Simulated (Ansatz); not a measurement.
HfTeSe:

```
Hf Te Se
1.0
     3.88401    0.00000    0.00000
    -1.94201    3.36365    0.00000
     0.00000    0.00000    6.76958
Hf Te Se
1 1 1
Direct
  0.00000 0.00000 0.98177
  0.66667 0.33333 0.25072
  0.33333 0.66667 0.76752
```

The cell comes from a database or a generator and needn't be the stable form of this composition.

* Program: Ansatz 0.2.0
* Task: relaxation of cell and atoms
* Functional: PBE
* Potentials or basis: Ansatz PAW
* Cutoff: 420 eV (not typed: the program's choice for these potentials)
* k mesh: 8 × 8 × 4
* Occupations: fermi-dirac, width 0.05 eV
* Spin: no spin polarisation

At the start: volume 29.48 Å³/atom.

How do energy, volume and symmetry change on relaxing?

It ends after 8 steps and the volume is 31.05 Å³/atom (+5.3 %); space group P3m1 (No. 156, to 0.05 Å).

The path:
| step | energy change (eV) | largest force (eV/Å) | volume (Å³) |
| --- | --- | --- | --- |
| 1 | 0.0000 | 0.2975 | 88.44 |
| 2 | -0.0102 | 0.0154 | 88.96 |
| 3 | -0.0125 | 0.0324 | 89.61 |
| 4 | -0.0142 | 0.0242 | 91.02 |
| 5 | -0.0147 | 0.0029 | 92.11 |
| 6 | -0.0147 | 0.0059 | 92.93 |
| 7 | -0.0147 | 0.0017 | 93.16 |
| 8 | -0.0155 | 0.0016 | 93.16 |

Final structure:
```
Hf Te Se
1.0
     3.86462    0.00000    0.00000
    -1.93231    3.34686    0.00000
     0.00000    0.00000    7.20275
Hf Te Se
1 1 1
Direct
  0.00000 0.00000 0.98238
  0.66667 0.33333 0.24136
  0.33333 0.66667 0.77626
```

Caveat: the plane-wave basis is chosen anew once the cell has moved, so the energies of steps on either side of that aren't comparable; this functional lacks dispersion, which binds the layers, so the pressure and a relaxed spacing across them are unreliable.
